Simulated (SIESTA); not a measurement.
Crystal: SbAs2.

```
Sb As
1.0
     2.20798    1.27478    4.40119
    -2.20798    1.27478    4.40119
     0.00000   -2.54956    4.40119
Sb As
1 2
Direct
  0.00000 0.00000 0.00000
  0.71605 0.71605 0.71605
  0.28395 0.28395 0.28395
```

The cell was built by a generator and needn't be a form met in nature.

```yaml
Program: SIESTA 5.4.2
Task: relaxation of cell and atoms
Functional: PBE
Potentials_or_basis: PseudoDojo 0.4 standard (PBE files)
Basis: DZP (energy shift 0.002 Ry)
Grid_cutoff: 500 Ry
Energy_shift: 0.002 Ry
k_mesh: 5 × 5 × 5
Occupations: fermi-dirac, width 0.05 eV
Spin: no spin polarisation
```

At the start: pressure 21.0 GPa; volume 24.78 Å³/atom.

Question: How do energy, volume and symmetry change on relaxing?

Answer: Over 34 steps the energy falls by 839.1 meV/atom and the volume is 25.10 Å³/atom (+1.3 %); space group R-3m (No. 166, to 0.05 Å).

Step by step:
```
step  energy change (eV)  largest force (eV/Å)  pressure (GPa)  volume (Å³)
   1              0.0000                2.1638           21.02        74.33
   2             -0.5186                1.5698           15.71        75.79
   3             -1.0548                0.9299            8.95        78.16
   4             -1.5003                0.6772            2.49        81.51
   5             -1.7809                0.6841           -1.62        84.94
   6             -1.8346                0.0603           -3.11        88.45
   7             -1.8649                0.2811           -2.85        87.12
   8             -1.8904                0.3783            0.11        83.58
   9             -1.9012                0.2211           -1.03        84.65
  10             -1.9731                0.1273            0.12        82.22
  11             -2.0312                0.1228            1.56        79.79
  12             -2.0624                0.1912            3.18        77.37
  13             -2.0628                0.2852            5.19        74.95
  14             -2.0673                0.2327            4.23        76.04
  15             -2.1322                0.0948            3.49        76.10
  16             -2.1599                0.3989            2.91        76.12
  17             -2.1636                0.6581            2.83        76.10
  18             -2.1638                0.6554            2.83        76.10
  19             -2.2303                0.5239            2.32        76.36
  20             -2.2988                0.4218            1.75        76.58
  21             -2.3550                0.3477            1.23        76.77
  22             -2.4043                0.2647            0.78        76.93
  23             -2.4377                0.1880            0.38        77.07
  24             -2.4542                0.1557           -0.01        77.17
  25             -2.4800                0.1245           -0.46        77.24
  26             -2.4973                0.0525           -0.93        77.28
  27             -2.5072                0.0016           -1.32        77.29
  28             -2.5069                0.0023           -1.30        77.29
  29             -2.5125                0.0488            0.47        74.35
  30             -2.5159                0.0477           -0.11        75.33
  31             -2.4446                0.5492            1.49        73.91
  32             -2.5169                0.0012           -0.01        75.22
  33             -2.5171                0.0011            0.00        75.25
  34             -2.5173                0.0010            0.01        75.30
```

Final structure:
```cif
data_structure
_symmetry_space_group_name_H-M 'P 1'
_symmetry_Int_Tables_number 1
_cell_length_a 6.0816
_cell_length_b 6.0816
_cell_length_c 6.0816
_cell_angle_alpha 37.654
_cell_angle_beta 37.654
_cell_angle_gamma 37.654
_cell_volume 75.30
loop_
_atom_site_label
_atom_site_type_symbol
_atom_site_fract_x
_atom_site_fract_y
_atom_site_fract_z
_atom_site_occupancy
Sb1 Sb 0.00001 0.00001 0.00001 1
As1 As 0.78046 0.78046 0.78046 1
As2 As 0.21954 0.21954 0.21954 1
```

Caveat: semicore shells carry a single zeta, which can move pressures by several GPa and volumes by a few percent; the basis of atomic orbitals isn't converged, which shifts pressures, moduli and gaps.
